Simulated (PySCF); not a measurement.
# C3H9B: the cost of one run

The runs use PySCF 2.14.0, with density-fitted response routines of our own; the level of theory stands in each step. All values are computed, except where a source is named. Atoms are numbered from 0 throughout.

### 1 The starting structure

13 atoms, charge 0, multiplicity 1; geometry from: GFN2-xTB.

Bonds of the start (Å): B0–C1 1.57, C1–C2 1.53, C1–C3 1.53, B0–H4 1.17, B0–H5 1.17, C1–H6 1.10, C2–H7 1.09, C2–H8 1.09, C2–H9 1.09, C3–H10 1.09, C3–H11 1.09, C3–H12 1.09.

### 2 Relaxing the molecule at PBE0-D3(BJ)/def2-SVP

The job: settings as JSON, then the geometry in Å.

```
{"job": {"xc": "PBE0", "basis": "def2-SVP", "d3": "d3bj", "grid": 1, "kind": "geom"}, "charge": 0, "multiplicity": 1}
B      0.115582     1.641604    -0.150417
C      0.035762     0.081668    -0.341676
C     -1.301923    -0.556883     0.051895
C      1.190979    -0.711123     0.282269
H      1.152689     2.164082    -0.017834
H     -0.855492     2.290657    -0.197591
H      0.129461    -0.031090    -1.435625
H     -1.446926    -0.489949     1.128101
H     -2.131108    -0.050303    -0.435539
H     -1.327582    -1.609443    -0.227772
H      2.150717    -0.319104    -0.044966
H      1.135065    -1.762693     0.003668
H      1.148389    -0.646935     1.367759
```

Command:

```console
> OMP_NUM_THREADS=1 python probes_run.py task.json out
```

One launch serves the whole session: the jobs run in the order shown.

**Question.** How long does this first job take on 1 thread of Intel Xeon Platinum 8488C, shared host, and how much memory does it need?

About 32 s, with a peak of 0.42 GiB.
